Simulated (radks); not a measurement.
# Cr⁺ in [Ar] 3d5: an all-electron calculation

One table from this session's results is given with a row withheld; the runs are named, their logs left out.

The numbers are computed with radks (a radial shooting solver on a logarithmic mesh, Libxc functionals) version 1 (scalar-relativistic Kohn-Sham, SCAN, spin-polarised, spherical densities, finite nucleus; open shells are filled with parallel spins first), except any that are marked as measured or tabulated.

**What is computed**

```
element            : chromium (Z = 24)
charge             : +1
electrons          : 23
configuration      : [Ar] 3d5
nuclear rms radius : 3.6452 fm
```

The outer shells:

Cr⁺
```
[Ar] core
3d [↑ ][↑ ][↑ ][↑ ][↑ ]
```

The first run:

The run's settings:

```text
Z 24
configuration [Ar] 3d5 4s0 4p0
relativity scalar-relativistic
functional scan,scan
spin polarised
nucleus finite rms 3.6452 fm
c 137.035999084
```

Command:

```sh
python run_ks.py task.json out
```

The same process makes all the runs of this session.

One table of the session follows, with a row left open; its other results are not shown here.

It belongs to the step «Radial structure». Radial moments (bohr):

| level | <r> | outermost maximum (interpolated) | 90 % within | nodes |
| --- | --- | --- | --- | --- |
| 1s down | 0.06357 | 0.0416 | 0.114 | 0 |
| 1s up | 0.06357 | 0.0416 | 0.114 | 0 |
| 2s up | ? | ? | ? | ? |
| 2s down | 0.2920 | 0.243 | 0.453 | 1 |
| 2p up | 0.2600 | 0.198 | 0.427 | 0 |
| 2p down | 0.2592 | 0.198 | 0.425 | 0 |
| 3s up | 0.9031 | 0.779 | 1.35 | 2 |
| 3s down | 0.9068 | 0.778 | 1.36 | 2 |
| 3p up | 0.9677 | 0.801 | 1.49 | 1 |
| 3p down | 0.9725 | 0.802 | 1.50 | 1 |
| 3d up | 1.369 | 0.844 | 2.43 | 0 |
| 4s up | 2.976 | 2.52 | 4.44 | 3 |
| 4p up | 3.821 | 3.19 | 5.78 | 2 |

Q: Estimate the row for 2s up from the others.

The run gave: <r>: 0.2927; outermost maximum (interpolated): 0.243; 90 % within: 0.454; nodes: 1. In the column «<r>» it lies between 2s down (0.2920) and 3s up (0.9031).

Caveats from the session: Open shells are spherical and high-spin; term and fine-structure splittings are not resolved.
